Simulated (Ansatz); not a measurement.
**Ca2SeO (ordered alloy on rocksalt lattice): from bands to localised orbitals**

Aim: build maximally localised Wannier functions for Ca2SeO (ordered alloy on rocksalt lattice) from several sets of trial orbitals, and check spreads and centres, and how well the models interpolate the bands. Plan: PBE, anion s p, 4×4×4; PBE, anion s p, 4×4×2; PBE, anion s p, 6×6×4; PBE, anion p, 4×4×4; r2SCAN, anion s p, 4×4×4; r2SCAN, anion p, 4×4×4; HSE06, anion s p, 4×4×4 (level, trial orbitals, Wannier mesh).

Method: plane waves, PAW, in Ansatz 0.2.0.

6 further runs of the same task are left out: 6 that didn't finish. Runs told in other sessions of the task aren't counted.

## (1) The system as given

It takes space group P4/mmm (No. 123, tetragonal). Conventional cell: a = 3.883 Å, b = 3.883 Å, c = 5.494 Å, α = 90.00°, β = 90.00°, γ = 90.00°. O (site symmetry 4/mmm) has 6 Ca at 2.75 Å in its first shell of neighbours. Around Ca (site symmetry 4/mmm) lie 4 Se at 2.75 Å and 2 O at 2.75 Å. Se (site symmetry 4/mmm) is surrounded by 6 Ca at 2.75 Å. Around Ca (site symmetry 4/mmm) lie 4 O at 2.75 Å and 2 Se at 2.75 Å.

Coordinates:

```
CELL_PARAMETERS angstrom
3.88286 0.00000 0.00000
0.00000 3.88286 0.00000
0.00000 0.00000 5.49445
ATOMIC_POSITIONS crystal
O 0.00000 0.00000 0.00000
Ca 0.00000 0.00000 0.50000
Se 0.50000 0.50000 0.50000
Ca 0.50000 0.50000 0.00000
```

The cell was relaxed beforehand with r2SCAN; those runs aren't shown.

## (2) PBE, anion s p, 4×4×4

File input.yaml:

```yaml
crystal:
  lattice:
    - [3.8828618421, 0.0, 0.0]
    - [0.0, 3.8828618421, 0.0]
    - [0.0, 0.0, 5.4944501835]
  atoms:
    - { symbol: O, position: [0.0, 0.0, 0.0] }
    - { symbol: Ca, position: [0.0, 0.0, 0.5] }
    - { symbol: Se, position: [0.5, 0.5, 0.5] }
    - { symbol: Ca, position: [0.5, 0.5, 0.0] }
kpoints:
  mp_grid: { grid: [6, 6, 4] }
  band_path:
    path:
      - [[0.0, 0.0, 0.0], [8.118317660327e-51, 0.5, 0.0], [0.5, 0.5, 0.0], [0.0, 0.0, 0.0], [0.0, 0.0, 0.5], [8.118317660327e-51, 0.5, 0.5], [0.5, 0.5, 0.5], [0.0, 0.0, 0.5]]
      - [[8.118317660327e-51, 0.5, 0.0], [8.118317660327e-51, 0.5, 0.5]]
      - [[0.5, 0.5, 0.0], [0.5, 0.5, 0.5]]
    npoints: 10
hamiltonian:
  xc: pbe
scf:
  occupations: { method: fixed }
  n_extra_bands: 6
output:
  forces: false
  stress: false
  eigenvalues: true
  wannier:
    kmesh: [4, 4, 4]
    projections:
      - { species: O, l: s, shell: 2 }
      - { species: O, l: p, shell: 2 }
      - { species: Se, l: s, shell: 4 }
      - { species: Se, l: p, shell: 4 }
    minimise: true
    write_hr: true
    conv_tol: 1.0e-08
    max_iter: 3000
```

Started as:

```
ansatz run input.yaml --threads 4 --pin off --max-ram 3686MiB --backend cpu --events-out ev --progress --plain --runs-dir out
```

Further steps of the session: PBE, anion s p, 4×4×2; PBE, anion s p, 6×6×4; PBE, anion p, 4×4×4; r2SCAN, anion s p, 4×4×4; r2SCAN, anion p, 4×4×4; HSE06, anion s p, 4×4×4.

**Question.** What will the summary of the whole plan be? Wanted: total spread, PBE, anion s p, 4×4×4; total spread, PBE, anion s p, 4×4×2; total spread, PBE, anion s p, 6×6×4; total spread, PBE, anion p, 4×4×4; total spread, r2SCAN, anion s p, 4×4×4; total spread, r2SCAN, anion p, 4×4×4; total spread, HSE06, anion s p, 4×4×4; centres of the first set.

The runs gave:

| quantity | value |
| --- | --- |
| total spread, PBE, anion s p, 4×4×4 | 11.04 Å² over 8 functions |
| total spread, PBE, anion s p, 4×4×2 | 10.57 Å² over 8 functions |
| total spread, PBE, anion s p, 6×6×4 | 11.41 Å² over 8 functions |
| total spread, PBE, anion p, 4×4×4 | 10.65 Å² over 6 functions |
| total spread, r2SCAN, anion s p, 4×4×4 | 10.65 Å² over 8 functions |
| total spread, r2SCAN, anion p, 4×4×4 | 10.25 Å² over 6 functions |
| total spread, HSE06, anion s p, 4×4×4 | 10.53 Å² over 8 functions |
| centres of the first set | 0.35 to 0.55 Å from the nearest atom |

What this shows: With PBE, anion s p, 4×4×4 the 8 functions move off the atoms, with a mean spread of 1.38 Å²; 85 % of the total is gauge invariant. The total spread goes from 10.57 Å² on 4×4×2 to 11.41 Å² on 6×6×4: finite differences in k understate it on coarse meshes, while the largest miss of a band goes from 0.12 to 0.02 eV. On one set and mesh the functional gives 11.04 (PBE), 10.65 (r2SCAN), 10.53 (HSE06) Å².
